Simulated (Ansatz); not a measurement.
## C₃H₈O₂Si, SMILES C[SiH2]OC(C)=O: a single point in a Gaussian basis, step by step

Program: Ansatz 0.2.0, Python API.

Run as a notebook:

```python
import ansatz as az
import numpy as np
```

```python
GEOMETRY = '''
C     2.23790   -0.55760    0.24030
Si    1.19670    0.86950   -0.29720
O    -0.38710    0.48060   -0.59710
C    -1.21110   -0.05370    0.33720
C    -2.57770   -0.25870   -0.24620
O    -0.91130   -0.34220    1.48750
H     1.88980   -0.97090    1.19170
H     2.21670   -1.36270   -0.50050
H     3.28120   -0.25490    0.37280
H     1.25070    1.96550    0.70130
H     1.76460    1.42320   -1.55180
H    -3.24000   -0.67380    0.51900
H    -2.52300   -0.96330   -1.07980
H    -2.98740    0.69900   -0.57700
'''
```

```python
mol = az.Crystal.molecule()
for line in GEOMETRY.strip().splitlines():
    symbol, *xyz = line.split()
    mol = mol.atom(symbol, [float(v) for v in xyz])

calc = (
    mol.calculation()
    .basis(gaussian='def2-SVP')
    .functional('r2scan0')
    .forces()
)
trace = []
res = calc.session().plan().execute(on_event=trace.append)
data = res.report
```

```python
data['free_energy_ev']
```

    -15201.102142100246

```python
for event in trace:
    if event['event'] == 'mean_field_evaluation' and event['data']['evaluation'] <= 25:
        print('pass {evaluation:3d}  E = {energy_ev:.6f} eV  gradient {gradient_ev:.1e}'.format(**event['data']))

print('reference energy %16.6f eV' % data['reference_energy_ev'])
print('total energy     %16.6f eV' % data['free_energy_ev'])
print('occupied orbitals outside the frozen core (up, down):', data['n_occupied'], ' frozen:', data['n_frozen'], ' virtual:', data['n_virtual'])

state = data['mean_field']['state']
print(f'mean field: {state["energy"]["hartree"]:.7f} Ha, <S^2> = {abs(state["spin_squared"]):.4f}, stability: {state.get("stability", {}).get("kind")}')
```

    pass   1  E = -15192.757258 eV  gradient 6.3e+01
    pass   2  E = -15189.910314 eV  gradient 7.4e+01
    pass   3  E = -15200.275652 eV  gradient 1.7e+01
    pass   4  E = -15200.827220 eV  gradient 3.1e+00
    pass   5  E = -15200.840514 eV  gradient 1.5e+00
    pass   6  E = -15200.840451 eV  gradient 1.5e+00
    pass   7  E = -15201.097078 eV  gradient 1.5e+00
    pass   8  E = -15201.101978 eV  gradient 3.3e-01
    pass   9  E = -15201.102091 eV  gradient 1.2e-01
    pass  10  E = -15201.102121 eV  gradient 2.6e-02
    pass  11  E = -15201.102131 eV  gradient 2.8e-02
    pass  12  E = -15201.102133 eV  gradient 3.2e-03
    pass  13  E = -15201.102133 eV  gradient 1.6e-03
    pass  14  E = -15201.102133 eV  gradient 3.0e-04
    pass  15  E = -15201.102133 eV  gradient 3.1e-04
    pass  16  E = -15201.102133 eV  gradient 6.2e-05
    pass  17  E = -15201.102133 eV  gradient 1.3e-05
    pass  18  E = -15201.102133 eV  gradient 1.3e-05
    reference energy    -15201.102142 eV
    total energy        -15201.102142 eV
    occupied orbitals outside the frozen core (up, down): [28, 28]  frozen: 0  virtual: [100, 100]
    mean field: -558.6302000 Ha, <S^2> = 0.0000, stability: minimum

```python
symbols = [site.symbol for site in mol.cartesian_sites]
print('forces (eV/A)')
for symbol, f in zip(symbols, data['forces_ev_ang']):
    print(f'  {symbol:2s} {f[0]:9.4f} {f[1]:9.4f} {f[2]:9.4f}')
```

    forces (eV/A)
      C    -0.0999   -0.3760    0.1372
      Si    1.6695    0.7450    0.3882
      O    -1.1452   -0.7004    0.7183
      C    -0.1998   -0.4880    1.1869
      C    -0.1129   -0.1800    0.6377
      O     0.1213    0.8502   -2.4629
      H    -0.0761    0.0055    0.0536
      H     0.0189   -0.0721   -0.0817
      H     0.0605    0.1293   -0.0576
      H    -0.1245   -0.0059    0.0885
      H    -0.2749   -0.0707   -0.1426
      H     0.0772    0.0101   -0.0080
      H     0.0210    0.1527   -0.2027
      H     0.0651    0.0001   -0.2549

```python
charges = data['charge_distribution']
dipole = np.array(charges['dipole_moment_e_ang']) * 4.803205
print('dipole (D): {:.3f} {:.3f} {:.3f}, length {:.3f}'.format(*dipole, np.linalg.norm(dipole)))
print('atom  Mulliken   Lowdin')
for symbol, m, l in zip(symbols, charges['mulliken_charges_e'], charges['lowdin_charges_e']):
    print(f'{symbol:4s} {m:9.3f} {l:8.3f}')
```

    dipole (D): -0.233 -0.280 -1.656, length 1.696
    atom  Mulliken   Lowdin
    C       -0.406   -0.144
    Si       0.690    0.332
    O       -0.488    0.032
    C        0.267   -0.195
    C       -0.070    0.005
    O       -0.291    0.010
    H        0.102    0.022
    H        0.081    0.022
    H        0.085    0.027
    H       -0.096   -0.092
    H       -0.112   -0.092
    H        0.071    0.017
    H        0.083    0.028
    H        0.084    0.028

Caveats:
- The settings weren't tested for convergence.
- The geometry is a force-field or estimated start, not a minimum of this method, and the basis set is short of its limit.
- The Löwdin charges here are taken after orthogonalising the functions within each atom; they differ from plain Löwdin charges, and their signs can be unphysical.
- Early passes use coarser integrals and grids, so their energies can't be compared with the last.
- Finished in 6.3 s on 1 thread of INTEL(R) XEON(R) PLATINUM 8581C CPU @ 2.30GHz (Emerald Rapids), with other jobs on the host, peak memory 0.38 GiB.
